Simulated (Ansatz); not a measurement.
# C4H10F2InN: small, medium and large basis sets

An exercise on one series of results from a longer session: the logs are not shown, and one member is left open.

Computed with Ansatz 0.2.0, Gaussian basis. Level: one geometry, several basis sets.

Plan: PBE0-D4/def2-SVP; ωB97M-V/def2-SVP; PBE0-D4/def2-QZVPP; ωB97M-V/def2-QZVPP; the functionals' def2-TZVPP values are taken from earlier runs.

## The relaxed structure

An earlier PBE0-D4 in a triple-zeta def2 set relaxation fixed the geometry. In takes the def2 core potential; no spin-orbit term is included.

SMILES `CC(C)(C)[NH][In]([F])[F]`, 18 atoms, charge 0, spin multiplicity 1.

Atoms are counted from 1 here; the program's logs count them from 0.

Bond lengths: C1–C2 1.527 Å, C1–H9 1.092 Å, C1–H10 1.094 Å, C1–H11 1.091 Å, C2–C3 1.522 Å, C2–C4 1.528 Å, C2–N5 1.467 Å, C3–H12 1.096 Å, C3–H13 1.092 Å, C3–H14 1.092 Å, C4–H15 1.093 Å, C4–H16 1.093 Å, C4–H17 1.095 Å, N5–In6 2.001 Å, N5–H18 1.013 Å, In6–F7 1.939 Å, In6–F8 1.940 Å. Angles: C2–C1–H9 110.7°, C2–C1–H10 110.8°, C2–C1–H11 110.4°, H9–C1–H10 107.8°, H9–C1–H11 108.7°, H10–C1–H11 108.3°, C1–C2–C3 109.9°, C1–C2–C4 109.7°, C1–C2–N5 106.9°, C3–C2–C4 109.9°, C3–C2–N5 108.3°, C4–C2–N5 112.1°, C2–C3–H12 111.5°, C2–C3–H13 110.5°, C2–C3–H14 110.7°, H12–C3–H13 108.4°, H12–C3–H14 107.2°, H13–C3–H14 108.5° and more.

Coordinates:

```tsv
atom	x (Å)	y (Å)	z (Å)
C1	-0.6249	-1.8291	0.0159
C2	-0.1264	-0.3910	0.1402
C3	1.3568	-0.3848	0.4808
C4	-0.9131	0.3334	1.2313
N5	-0.2999	0.2367	-1.1741
In6	0.4358	2.0531	-1.5763
F7	-0.1156	3.0990	-3.1133
F8	1.9185	2.9234	-0.6768
H9	-0.4958	-2.3654	0.9586
H10	-1.6888	-1.8512	-0.2376
H11	-0.0749	-2.3566	-0.7652
H12	1.7474	0.6368	0.5533
H13	1.9265	-0.9182	-0.2830
H14	1.5340	-0.8670	1.4440
H15	-1.9751	0.3807	0.9764
H16	-0.8182	-0.1706	2.1968
H17	-0.5445	1.3574	1.3544
H18	-1.2420	0.1135	-1.5254
```

Set-up of the first run:

in.yaml reads:

```yaml
crystal:
  periodic: [false, false, false]
  atoms:
    - {symbol: C, position_ang: [-0.624901, -1.829088, 0.015884]}
    - {symbol: C, position_ang: [-0.126389, -0.390966, 0.140181]}
    - {symbol: C, position_ang: [1.356826, -0.384765, 0.480797]}
    - {symbol: C, position_ang: [-0.913059, 0.333378, 1.231340]}
    - {symbol: N, position_ang: [-0.299914, 0.236680, -1.174128]}
    - {symbol: In, position_ang: [0.435837, 2.053067, -1.576328]}
    - {symbol: F, position_ang: [-0.115577, 3.098952, -3.113307]}
    - {symbol: F, position_ang: [1.918535, 2.923358, -0.676771]}
    - {symbol: H, position_ang: [-0.495799, -2.365441, 0.958589]}
    - {symbol: H, position_ang: [-1.688849, -1.851198, -0.237592]}
    - {symbol: H, position_ang: [-0.074855, -2.356555, -0.765235]}
    - {symbol: H, position_ang: [1.747405, 0.636834, 0.553342]}
    - {symbol: H, position_ang: [1.926530, -0.918216, -0.283045]}
    - {symbol: H, position_ang: [1.534049, -0.866988, 1.444042]}
    - {symbol: H, position_ang: [-1.975068, 0.380676, 0.976399]}
    - {symbol: H, position_ang: [-0.818214, -0.170573, 2.196802]}
    - {symbol: H, position_ang: [-0.544535, 1.357353, 1.354415]}
    - {symbol: H, position_ang: [-1.242032, 0.113484, -1.525392]}
basis:
  gaussian: {orbitals: def2-SVP}
hamiltonian: {xc: pbe0, dispersion: d4}
output: {orbitals: {seedname: orbitals}}
```

Command:

```sh
$ ansatz run in.yaml --threads 2 --pin off --events-out ev --progress --plain --max-ram 31744MiB --backend cpu
```

Steps of the session up to this table: PBE0-D4 in def2-SVP; ωB97M-V in def2-SVP; PBE0-D4 in def2-QZVPP; ωB97M-V in def2-QZVPP.

One of the session's tables, all rows but one given; the rest of the session is left out.

It belongs to the step «Functionals by basis». 

```
functional       basis  HOMO (eV)  LUMO (eV)
   PBE0-D4    def2-SVP      -7.30      -1.82
   PBE0-D4  def2-TZVPP      -7.44      -2.02
   PBE0-D4  def2-QZVPP      -7.47      -2.07
   ωB97M-V    def2-SVP      -9.59       0.15
   ωB97M-V  def2-TZVPP          ?          ?
   ωB97M-V  def2-QZVPP      -9.78      -0.33
```

Q: Estimate the row for ωB97M-V, def2-TZVPP from the others.

**Answer.** HOMO (eV): -9.76; LUMO (eV): -0.16. In the column «HOMO (eV)» it lies between ωB97M-V, def2-QZVPP (-9.78) and ωB97M-V, def2-SVP (-9.59).
